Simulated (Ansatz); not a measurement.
# CHGa₂ (doublet): wave-function methods side by side, cc-pVTZ

The task here is to estimate one member of a computed series from the others.

The runs use Ansatz 0.2.0, Gaussian basis; cc-pVTZ, core rule «outside noble gas», up to 29 orbitals frozen.

To be run: UHF; CCSD(T) on ROHF; CCSD(T) on UHF; BCCD(T) on ROHF; CCSDT(Q) on ROHF; CCSDT(Q) on UHF.

5 further runs of the same task are left out: 5 set aside as unsound or not needed. Runs told in other sessions of the task aren't counted.

### The geometry

The geometry is a PBE0/def2-TZVP stationary point (not a proven minimum) of the parent state, kept for this charge and spin. No spin-orbit coupling is included. The filled d shell of Ga may be among the frozen orbitals whatever the setting's name suggests.

4 atoms, charge 0, spin multiplicity 2.

Atoms are counted from 1 here; the program's logs count them from 0.

Bond lengths: C1–Ga2 1.972 Å, Ga2–Ga3 2.656 Å, Ga2–H4 1.985 Å, Ga3–H4 1.826 Å. Angles: C1–Ga2–Ga3 152.3°, C1–Ga2–H4 108.9°, Ga3–Ga2–H4 43.4°, Ga2–Ga3–H4 48.3°, Ga2–H4–Ga3 88.3°.

Coordinates:

```xyz
4

C     0.00000    0.56250    2.89886
Ga    0.00000   -0.18411    1.07395
Ga    0.00000    0.06826   -1.56996
H     0.00000    1.31093   -0.23178
```

The first run:

in.yaml

```yaml
crystal:
  periodic: [false, false, false]
  atoms:
    - {symbol: C, position_ang: [0.000000, 0.562501, 2.898860]}
    - {symbol: Ga, position_ang: [0.000000, -0.184109, 1.073946]}
    - {symbol: Ga, position_ang: [0.000000, 0.068259, -1.569961]}
    - {symbol: H, position_ang: [0.000000, 1.310927, -0.231782]}
basis:
  gaussian: {orbitals: cc-pVTZ}
magnetization: {spin_polarized: true, initial_magnetization: 1}
hamiltonian: {xc: hf}
output: {orbitals: {seedname: orbitals}}
```

Command:

```console
ansatz run in.yaml --threads 1 --pin off --events-out ev --progress --plain --max-ram 4096MiB --backend cpu
```

Among the steps run: UHF; CCSD(T) on ROHF; CCSD(T) on UHF; BCCD(T) on ROHF; CCSDT(Q) on ROHF; CCSDT(Q) on UHF.

One of the session's tables, all rows but one given; the rest of the session is left out.

| method | from RCCSDT(Q) (meV) |
| --- | --- |
| ROHF | +7851.4 |
| UHF | +6964.7 |
| RMP2 | +1870.3 |
| UMP2 | +1605.5 |
| RCCSD | +542.8 |
| UCCSD | +200.8 |
| RCCSD(T) | +170.8 |
| UCCSD(T) | -184.1 |
| BCCD(T) | +173.5 |
| RCCSDT | +58.4 |
| UCCSDT | ? |
| RCCSDT(Q) | 0 |
| UCCSDT(Q) | -765.3 |

Estimate the missing values for UCCSDT.

The run gave: from RCCSDT(Q) (meV): -533.6. In the column «from RCCSDT(Q) (meV)» it lies between UCCSDT(Q) (-765.3) and UCCSD(T) (-184.1).

Limits of these values: The determinant of HF (⟨S²⟩ 1.86) is far from a pure spin state, so its energy mixes those of several spin states; that is harmless only where they are near-degenerate. The determinant of CCSD(T) (⟨S²⟩ 1.81) is far from a pure spin state, so its energy mixes those of several spin states; high orders of coupled cluster remove much of that, low ones don't. The determinant of CCSDT(Q) (⟨S²⟩ 1.81) is far from a pure spin state, so its energy mixes those of several spin states; high orders of coupled cluster remove much of that, low ones don't. The program flags UCCSD(T), UCCSDT(Q) as in doubt, so read those rows with care; the flags are large difference, other amplitudes. Warnings: spin contamination; large T1 diagnostic. Restricted and unrestricted rows rest on different reference determinants; a gap between their highest levels can come from leftover correlation error, from unlike frozen cores or from another state.
